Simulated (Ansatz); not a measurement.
# GaSi: the cost of one run

Program: Ansatz 0.2.0. Level of theory: DFT PBE, scalar-relativistic, plane waves, PAW. These are calculated values, not measurements.

1 further run of the same task is left out (it didn't finish).

## 1. Starting point

The structure is orthorhombic, space group Cmcm (No. 63). The conventional cell has a = 3.651 Å, b = 9.633 Å, c = 3.626 Å, α = 90.00°, β = 90.00°, γ = 90.00°. Ga (site symmetry m2m) has 7 Si at 2.63 to 2.93 Å as nearest neighbours. Si (site symmetry m2m) has 2 Si at 2.05 Å and 7 Ga at 2.63 to 2.93 Å as nearest neighbours.

As a file:

```
Ga Si
1.0
     1.82541   -4.81636    0.00000
     1.82541    4.81636    0.00000
     0.00000    0.00000    3.62614
Ga Si
2 2
Direct
  0.85400 0.14600 0.75000
  0.14600 0.85400 0.25000
  0.55000 0.45000 0.75000
  0.45000 0.55000 0.25000
```

(A quick probe on a coarse mesh, which set the mesh and smearing, is not shown.)

## 3. Rough relaxation on the coarse mesh

The input, input.yaml:

```yaml
crystal:
  lattice:
    - [1.825405046, -4.8163558814, 0.0]
    - [1.825405046, 4.8163558814, 0.0]
    - [0.0, 0.0, 3.6261424562]
  atoms:
    - { symbol: Ga, position: [0.854, 0.146, 0.75] }
    - { symbol: Ga, position: [0.146, 0.854, 0.25] }
    - { symbol: Si, position: [0.55, 0.45, 0.75] }
    - { symbol: Si, position: [0.45, 0.55, 0.25] }
basis:
  ecutwfc: 420
kpoints:
  mp_grid: { grid: [6, 6, 6] }
hamiltonian:
  xc: pbe
scf:
  occupations: { method: gaussian, width: 0.1 }
  lower_state_search: "off"
output:
  forces: true
  stress: true
  eigenvalues: true
relax:
  adjacent_minimum: "off"
  f_tol: 0.04
  max_steps: 70
  cell: { stress_tol: 0.4 }
```

On the command line:

```
$ ansatz run input.yaml --threads 1 --pin off --max-ram 2560MiB --backend cpu --events-out ev --progress --plain --runs-dir out
```

What time and memory should one allow on 1 thread of Arm Neoverse V2, shared host?

About 59 s, with a peak of 0.35 GiB.
